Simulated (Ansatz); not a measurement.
# NiMoIrPdW: the cost of one run

Method: DFT PBE, scalar-relativistic, plane waves, PAW, unless a step names another level, in Ansatz 0.2.0.

**1. Starting point**

Symmetry: I4mm, No. 107, tetragonal system. Conventional cell: a = 2.740 Å, b = 2.740 Å, c = 19.433 Å, α = 90.00°, β = 90.00°, γ = 90.00°. Around Ni (site symmetry 4mm) lie 4 Mo at 2.60 Å and 4 Pd at 2.67 Å and 4 Ni at 2.74 Å. Around Mo (site symmetry 4mm) lie 4 Ni at 2.60 Å and 4 Mo at 2.74 Å and 4 W at 2.94 Å. Pd (site symmetry 4mm) is surrounded by 4 Ni at 2.67 Å and 4 Pd at 2.74 Å and 4 Ir at 2.83 Å. Ir (site symmetry 4mm) has 4 W at 2.69 Å and 4 Ir at 2.74 Å and 4 Pd at 2.83 Å as nearest neighbours. W (site symmetry 4mm) has 4 Ir at 2.69 Å and 4 W at 2.74 Å and 4 Mo at 2.94 Å as nearest neighbours.

As a file:

```xyz
5
Lattice="-1.3700 1.3700 9.7165 1.3700 -1.3700 9.7165 1.3700 1.3700 -9.7165" Properties=species:S:1:pos:R:3 pbc="T T T"
Ni    0.0000    0.0000    3.8597
Mo    0.0000    0.0000   11.8390
Pd    0.0000    0.0000   15.4122
Ir    0.0000    0.0000    7.7623
W     0.0000    0.0000   19.3484
```

It came out lowest among 23 distinct ends of the trial cells. At a tolerance of 0.05 Å it has space group I4mm (No. 107).

**2. Relaxing to 0.001 eV/Å, on the response runs' mesh and smearing**

Contents of input.yaml:

```yaml
crystal:
  lattice:
    - [-1.3700440561, 1.3700440561, 9.7164739891]
    - [1.3700440561, -1.3700440561, 9.7164739891]
    - [1.3700440561, 1.3700440561, -9.7164739891]
  atoms:
    - { symbol: Ni, position: [0.1986158826, 0.1986158826, 0.0] }
    - { symbol: Mo, position: [0.6092229355, 0.6092229355, 0.0] }
    - { symbol: Pd, position: [0.7930953758, 0.7930953758, 0.0] }
    - { symbol: Ir, position: [0.3994404477, 0.3994404477, 0.0] }
    - { symbol: W, position: [0.995647048, 0.995647048, 0.0] }
basis:
  ecutwfc: 420
kpoints:
  mp_grid: { grid: [16, 16, 16] }
hamiltonian:
  xc: pbe
scf:
  occupations: { method: gaussian, width: 0.1 }
output:
  forces: true
  stress: true
  eigenvalues: true
  write_density: true
  write_potential: true
  elf: true
  volumetric_format: npy
relax:
  adjacent_minimum: "off"
  f_tol: 0.001
  max_steps: 60
  cell: { stress_tol: 0.01 }
```

Command:

```bash
> ansatz run input.yaml --threads 15 --pin off --max-ram 42240MiB --backend cpu --events-out ev --progress --plain --runs-dir out
```

**Question.** How long does this run take on 15 threads of Intel Xeon 6975P-C (Granite Rapids), shared host, and how much memory does it need?

About 35 s, with a peak of 1.5 GiB.
